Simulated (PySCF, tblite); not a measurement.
**C6H11NO2Si: geometry, infrared bands and NMR shifts**

Wanted: the infrared bands and NMR shifts of C6H11NO2Si (`[H]/N=C\[C@H](C(=O)OC)[C@@H]1C[SiH2]1`), by calculation.

The runs use tblite 0.8.0 and PySCF 2.14.0, with density-fitted response routines of our own; the level of theory stands in each step. All values are computed, except where a source is named. Atoms count from 0, in the outputs and in this text.

**1. Starting geometry**

21 atoms, charge 0, multiplicity 1; geometry from: force field or distance geometry start.

Bonds of the start (Å): C0–O1 1.43, O1–C2 1.37, C2–O3 1.28, C2–C4 1.51, C4–C5 1.50, C5–N6 1.30, C4–C7 1.50, C7–C8 1.51, C8–Si9 1.86, Si9–C7 1.85, C0–H10 1.12, C0–H11 1.10, C0–H12 1.09, C4–H13 1.09, C5–H14 1.08, N6–H15 1.01, C7–H16 1.12, C8–H17 1.13, C8–H18 1.10, Si9–H19 1.47, Si9–H20 1.46.

**2. Geometry optimisation with GFN2-xTB**

The job: settings as JSON, then the geometry in Å.

```
{"job": {"kind": "relax", "xc": "GFN2-xTB", "basis": "xTB"}, "charge": 0, "multiplicity": 1}
C      3.495600    -0.335800    -0.485900
O      2.322900    -0.326200     0.335000
C      1.068000    -0.221100    -0.215100
O      0.906600    -0.107000    -1.484400
C     -0.166800    -0.216100     0.654800
C     -0.043200     0.963500     1.577600
N      0.345100     2.084300     1.038500
C     -1.308600     0.118600    -0.251000
C     -2.723900     0.206900     0.257900
Si    -2.395900    -1.246400    -0.858300
H      3.515700     0.665000    -0.985600
H      4.381000    -0.486400     0.140900
H      3.383800    -1.085700    -1.266300
H     -0.267000    -1.138900     1.217100
H     -0.258500     0.880100     2.634000
H      0.533600     2.106400     0.044500
H     -1.072800     0.900000    -1.019800
H     -3.416200     0.957500    -0.220300
H     -2.994300    -0.024000     1.295100
H     -2.798100    -1.163900    -2.266700
H     -2.516000    -2.514000    -0.142400
```

Run with:

```sh
OMP_NUM_THREADS=1 python probes_run.py task.json out
```

One launch serves the whole session: the jobs run in the order shown.

**Question.** This job is followed by: GFN2-xTB harmonic vibrations, gas phase; GIAO PBE0/pcSseg-1 NMR shielding, non-relativistic, gas phase. What will the session give for the following? strongest single infrared mode (GFN2-xTB); zero-point energy (GFN2-xTB); ¹³C shifts against TMS (PBE0/pcSseg-1); ¹H shifts against TMS (PBE0/pcSseg-1, means over atoms taken as alike); ¹⁷O shifts against H2O (PBE0/pcSseg-1); ¹⁵N shifts against NH3 (PBE0/pcSseg-1); ²⁹Si shifts against TMS (PBE0/pcSseg-1); surface potential, 1st and 99th percentile.

The runs gave:

| quantity | value |
| --- | --- |
| strongest single infrared mode (GFN2-xTB) | 1774 cm⁻¹, 465 km/mol |
| zero-point energy (GFN2-xTB) | 99.3 kcal/mol |
| ¹³C shifts against TMS (PBE0/pcSseg-1) | 179.0, 170.3, 55.3, 50.4, 17.4, 0.4 ppm |
| ¹H shifts against TMS (PBE0/pcSseg-1, means over atoms taken as alike) | 12.42, 8.29, 4.12, 2.56, 2.47, 2.19, 1.25, 1.01, 0.61 ppm |
| ¹⁷O shifts against H2O (PBE0/pcSseg-1) | 410.9, 191.4 ppm |
| ¹⁵N shifts against NH3 (PBE0/pcSseg-1) | 360.5 ppm |
| ²⁹Si shifts against TMS (PBE0/pcSseg-1) | -152.8 ppm |
| surface potential, 1st and 99th percentile | -2.00 V and 1.14 V |

In words: The optimisation took 173 steps and gained 1.201 eV; among the close pairs (by a distance rule), C2–O3 changed most, from 1.285 to 1.205 Å. The lowest mode is imaginary (20i cm⁻¹), so the xTB geometry is not a minimum. The strongest single mode, at 1774 cm⁻¹, is spread over several atoms, C2, O3, C5, N6 among them. Unscaled tight-binding wavenumbers are off by several per cent, some by more. Its intensities can rank the bands wrongly.
